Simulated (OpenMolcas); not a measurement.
# Ca: CASSCF and CASPT2 terms and fine-structure levels

Aim: the low terms and levels of Ca, with their order and spacing, then second-order correlation under several settings.

The numbers are computed with OpenMolcas 26.06 (state-averaged CASSCF and CASPT2, spin-orbit coupling by RASSI with atomic mean-field integrals), except any that are marked as measured or tabulated.

### Step 1. The system

```
Species                           : Ca (calcium, Z = 20, 20 electrons)
Basis                             : ANO-RCC [10s9p6d4f2g], 113 functions
Scalar Hamiltonian                : DKH2, point nucleus
Inactive shells                   : 1s 2s 2p 3s 3p
Active space                      : 2 electrons in 9 orbitals (3d 4s 4p)
Some configurations of this space : 3d2, 3d 4p, 4p2
Orbitals                          : optimised for each spin and parity, averaged over the low roots
```

The outer shells:

3d2
```
3d [↑ ][↑ ][  ][  ][  ]
```

3d 4p
```
3d [↑ ][  ][  ][  ][  ]
4p [↑ ][  ][  ]
```

4p2
```
4p [↑ ][↑ ][  ]
```

Each step is its own input file, run in one work folder so that later steps find the files of earlier ones. Labels, J, g values, rates, χT and fits are worked out afterwards by a script from the matrices that RASSI stores.

### Step 2. Basis and integrals

The input, a.inp:

```
&GATEWAY
Coord
1

Ca 0.0 0.0 0.0
Basis=ANO-RCC
Group=XYZ
NoMove
AngMom=0.0 0.0 0.0
AMFI
&SEWARD
```

The run is started by

```sh
OMP_NUM_THREADS=1 MOLCAS_MEM=1689 MOLCAS_PROJECT=a pymolcas a.inp > a.log
```

### Step 3. Reference wave functions, triplets of even parity, 18 roots

The input, a.inp:

```
&RASSCF
FileOrb=start.orb
Symmetry=1
Spin=3
nActEl=2 0 0
Inactive=3 6
Ras2=6 3
CIRoot=18 18 1
SDav=18
CIMx=300
Iter=120 100
PrWF=0.3
OrbListing=Nothing
MaxOrb=0
Atom
>>> COPY $Project.JobIph JOB001
```

start.orb holds the contracted functions of the basis, ordered by shell, or the orbitals of the step before.

### Step 4. CASSCF: singlets of even parity, 12 roots

The input, a.inp:

```
&RASSCF
FileOrb=start.orb
Symmetry=1
Spin=1
nActEl=2 0 0
Inactive=3 6
Ras2=6 3
CIRoot=12 12 1
SDav=27
CIMx=300
Iter=120 100
PrWF=0.3
OrbListing=Nothing
MaxOrb=0
Atom
>>> COPY $Project.JobIph JOB002
```

### Step 5. CASSCF: triplets of odd parity, 18 roots

The input, a.inp:

```
&RASSCF
FileOrb=start.orb
Symmetry=2
Spin=3
nActEl=2 0 0
Inactive=3 6
Ras2=6 3
CIRoot=18 18 1
SDav=18
CIMx=300
Iter=120 100
PrWF=0.3
OrbListing=Nothing
MaxOrb=0
Atom
>>> COPY $Project.JobIph JOB003
```

### Step 6. CASSCF: singlets of odd parity, 8 roots

The input, a.inp:

```
&RASSCF
FileOrb=start.orb
Symmetry=2
Spin=1
nActEl=2 0 0
Inactive=3 6
Ras2=6 3
CIRoot=8 8 1
SDav=18
CIMx=300
Iter=120 100
PrWF=0.3
OrbListing=Nothing
MaxOrb=0
Atom
>>> COPY $Project.JobIph JOB004
```

### Step 7. State interaction with spin-orbit coupling

The input, a.inp:

```
&RASSI
NrOfJobIphs=4 8 12 18 8
1 2 3 4 5 6 7 8
1 2 3 4 5 6 7 8 9 10 11 12
1 2 3 4 5 6 7 8 9 10 11 12 13 14 15 16 17 18
1 2 3 4 5 6 7 8
IphNames
JOB001
JOB002
JOB003
JOB004
EJob
SpinOrbit
DIPRint=1.0
SOCoupling=1000.0
Subsets=2
MEES
Property=10
'ANGMOM' 1 'ANGMOM' 2 'ANGMOM' 3 'MLTPL  1' 1 'MLTPL  1' 2 'MLTPL  1' 3
'AMFI' 1 'AMFI' 2 'AMFI' 3 'MLTPL  2' 6
SOProperty=3
'ANGMOM' 1 'ANGMOM' 2 'ANGMOM' 3
```

### Step 8. CASPT2: IPEA 0.25, imaginary shift 0.1 (closed shells correlated: 3s 3p)

The input, a.inp:

```
>>> COPY JOB001 $Project.JobIph
&CASPT2
Multistate=8 1 2 3 4 5 6 7 8
Frozen=2 3
IPEA=0.25
Imaginary=0.1
MaxIter=60
WThr=0.0 0.3 0.05
PrWF=0.5
NoMix
>>> COPY JOB002 $Project.JobIph
&CASPT2
Multistate=12 1 2 3 4 5 6 7 8 9 10 11 12
Frozen=2 3
IPEA=0.25
Imaginary=0.1
MaxIter=60
WThr=0.0 0.3 0.05
PrWF=0.5
NoMix
>>> COPY JOB003 $Project.JobIph
&CASPT2
Multistate=18 1 2 3 4 5 6 7 8 9 10 11 12 13 14 15 16 17 18
Frozen=2 3
IPEA=0.25
Imaginary=0.1
MaxIter=60
WThr=0.0 0.3 0.05
PrWF=0.5
NoMix
>>> COPY JOB004 $Project.JobIph
&CASPT2
Multistate=8 1 2 3 4 5 6 7 8
Frozen=2 3
IPEA=0.25
Imaginary=0.1
MaxIter=60
WThr=0.0 0.3 0.05
PrWF=0.5
NoMix
```

### Step 9. CASPT2: IPEA 0.25, imaginary shift 0.1 (closed shells correlated: none)

a.inp: that of step 8 with these lines changed.

```diff
@@ -3,3 +3,3 @@
 Multistate=8 1 2 3 4 5 6 7 8
-Frozen=2 3
+Frozen=3 6
 IPEA=0.25
@@ -13,3 +13,3 @@
 Multistate=12 1 2 3 4 5 6 7 8 9 10 11 12
-Frozen=2 3
+Frozen=3 6
 IPEA=0.25
@@ -23,3 +23,3 @@
 Multistate=18 1 2 3 4 5 6 7 8 9 10 11 12 13 14 15 16 17 18
-Frozen=2 3
+Frozen=3 6
 IPEA=0.25
@@ -33,3 +33,3 @@
 Multistate=8 1 2 3 4 5 6 7 8
-Frozen=2 3
+Frozen=3 6
 IPEA=0.25
```

(Steps that only read results are left out.)

Before running it: what results should come out? Wanted: lowest level; first excited level; strongest of the lines computed, by gA, at CASSCF energies.

**Answer**, as computed:

```
                                                  quantity                                                                        value
                                                    method  SS-CASPT2, IPEA 0.25, imaginary shift 0.1 (closed shells correlated: 3s 3p)
                                              lowest level                                                  4s2 1S0, 100 % of that term
                               ground level listed by NIST                                                                          1S0
                                       first excited level                                                    4s 4p 3P* 0 at 15090 cm-1
strongest of the lines computed, by gA, at CASSCF energies                            4p2 3P2 → 4s 4p 3P* 2, 437.6 nm, A = 1.77e+08 s⁻¹
```

What each method costs and misses:

```csv
method,time of its own steps,time with the reference,mean absolute difference from the measured levels (cm-1)
A. CASSCF,45 s,45 s,3100
"B. SS-CASPT2, IPEA 0.25, imaginary shift 0.1, +3s 3p",66 s,1.9 min,2300
"C. SS-CASPT2, IPEA 0.25, imaginary shift 0.1, +none",34 s,79 s,2800
```

Times are of one thread on a shared host.

What this shows: Method B lies closest to the measured levels (2300 cm⁻¹ on average) and A farthest (3100). Only the configurations of the active space and the roots asked for are present. Not all states of the active space went into the spin-orbit step. CASPT2 does not keep the components of a term degenerate, and the means are used. Configurations with different d counts are hard to place against each other, and can be off by thousands to tens of thousands of cm-1. Only valence configurations of the active space appear, up to the ionisation limit; * or ° marks odd parity.
